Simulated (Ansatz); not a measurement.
Runs of Ansatz 0.2.0 on PtSe. Symmetry: Fm-3m, No. 225, cubic system. Conventional cell: a = 5.597 Å, b = 5.597 Å, c = 5.597 Å, α = 90.00°, β = 90.00°, γ = 90.00°. Around Pt (site symmetry m-3m) lie 6 Se at 2.80 Å. Around Se (site symmetry m-3m) lie 6 Pt at 2.80 Å. The cell comes from a database or a generator and needn't be the stable form of this composition.

| task | level | potentials or basis | k mesh | cutoff (eV) | smearing | basis error allowed | mesh quality | gap on the mesh (eV) | pressure (GPa) |
| --- | --- | --- | --- | --- | --- | --- | --- | --- | --- |
| phonons | PBEsol | all-electron PAW datasets made for the crystal | 8 × 8 × 8 | 260 | fermi-dirac 0.05 eV | - | not flagged | none | - |
| single point | PBE | all-electron LAPW, scalar-relativistic | 5 × 5 × 5 | 217 | fermi-dirac 0.04 eV | 0.002 eV/atom | coarse | none | (a) |
| elastic constants | PBE | all-electron LAPW, scalar-relativistic | 6 × 6 × 6 | 235 | fermi-dirac 0.05 eV | 0.002 eV/atom | coarse | none | -14.2 |
| phonons | PBE | all-electron LAPW, scalar-relativistic | 8 × 8 × 8 | 235 | fermi-dirac 0.05 eV | 0.002 eV/atom | not flagged | none | - |

Alike in all rows: no spin polarisation; cell as given.

Q: Estimate the missing entries.

A: (a) -14.1.

Caveats: some runs use coarse meshes; a metal's response needs a denser mesh (some runs); the k mesh is thin for a metal, which can move the energy by tens of meV per atom (some runs); the cell is more than 3 GPa from zero pressure, which shifts response properties (some runs); elastic constants of metals need much finer meshes, so these are rough (some runs).

A k mesh can miss the band edges, and the runs leave out spin-orbit coupling on Pt, Se.

A gap of «none» marks a metal or a gap under the smearing width.

The runs don't all hold the same shells in valence.
